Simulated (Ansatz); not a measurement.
# YIn5Rh: the cost of one run

Program: Ansatz 0.2.0. Level of theory: DFT PBEsol, scalar-relativistic, plane waves, PAW. These are calculated values, not measurements.

1 further run of the same task is left out (set aside as unsound or not needed).

**1. Starting point**

It takes space group P4/mmm (No. 123, tetragonal). Conventional cell: a = 4.591 Å, b = 4.591 Å, c = 7.384 Å, α = 90.00°, β = 90.00°, γ = 90.00°. Around Y (site symmetry 4/mmm) lie 12 In at 3.19 to 3.25 Å. In (site symmetry 2mm) has 2 Rh at 2.73 Å and 1 In at 2.95 Å as nearest neighbours. In (site symmetry 4/mmm) has 8 In at 3.19 Å and 4 Y at 3.25 Å as nearest neighbours. Around Rh (site symmetry 4/mmm) lie 8 In at 2.73 Å.

Coordinates:

```cif
data_structure
_symmetry_space_group_name_H-M 'P4/mmm'
_symmetry_Int_Tables_number 123
_cell_length_a 4.5911
_cell_length_b 4.5911
_cell_length_c 7.3843
_cell_angle_alpha 90.000
_cell_angle_beta 90.000
_cell_angle_gamma 90.000
_cell_volume 155.65
loop_
_atom_site_label
_atom_site_type_symbol
_atom_site_symmetry_multiplicity
_atom_site_Wyckoff_symbol
_atom_site_fract_x
_atom_site_fract_y
_atom_site_fract_z
_atom_site_occupancy
Y1 Y 1 a 0.00000 0.00000 0.00000 1
In1 In 4 i 0.00000 0.50000 0.30051 1
In2 In 1 c 0.50000 0.50000 0.00000 1
Rh1 Rh 1 b 0.00000 0.00000 0.50000 1
```

It goes back to an entry of the Materials Project.

It is the result of an earlier relaxation at this level (volume 22.24 Å³/atom; gap on the mesh: none (metal)).

**2. Electronic structure at the relaxed geometry**

Contents of input.yaml:

```yaml
crystal:
  lattice:
    - [4.5910828466, 0.0, 0.0]
    - [0.0, 4.5910828466, 0.0]
    - [0.0, 0.0, 7.3842557803]
  atoms:
    - { symbol: "Y", position: [0.0, 0.0, 0.0] }
    - { symbol: In, position: [0.0, 0.5, 0.3005117464] }
    - { symbol: In, position: [0.0, 0.5, 0.6994882536] }
    - { symbol: In, position: [0.5, 0.0, 0.3005117464] }
    - { symbol: In, position: [0.5, 0.0, 0.6994882536] }
    - { symbol: In, position: [0.5, 0.5, 0.0] }
    - { symbol: Rh, position: [0.0, 0.0, 0.5] }
basis:
  ecutwfc: 420
kpoints:
  mp_grid: { grid: [8, 8, 6] }
  band_path:
    path:
      - [[0.0, 0.0, 0.0], [0.0, 0.5, 0.0], [0.5, 0.5, 0.0], [0.0, 0.0, 0.0], [0.0, 0.0, 0.5], [0.0, 0.5, 0.5], [0.5, 0.5, 0.5], [0.0, 0.0, 0.5]]
      - [[0.0, 0.5, 0.0], [0.0, 0.5, 0.5]]
      - [[0.5, 0.5, 0.0], [0.5, 0.5, 0.5]]
    npoints: 14
hamiltonian:
  xc: pbesol
scf:
  occupations: { method: gaussian, width: 0.1 }
  n_extra_bands: 17
output:
  forces: true
  stress: true
  eigenvalues: true
  populations: true
  dos: { projected: true, de: 0.02, nscf_kmesh: { grid: [12, 12, 9] } }
  bader: true
  write_density: true
  write_potential: true
  elf: true
  volumetric_format: npy
```

Run with:

```bash
ansatz run input.yaml --threads 2 --pin off --max-ram 5120MiB --backend cpu --events-out ev --progress --plain --runs-dir out
```

Q: Estimate wall time and peak memory on 2 threads of AMD EPYC 9R45 (Zen 5), shared host.

About 41 s, with a peak of 1.1 GiB.
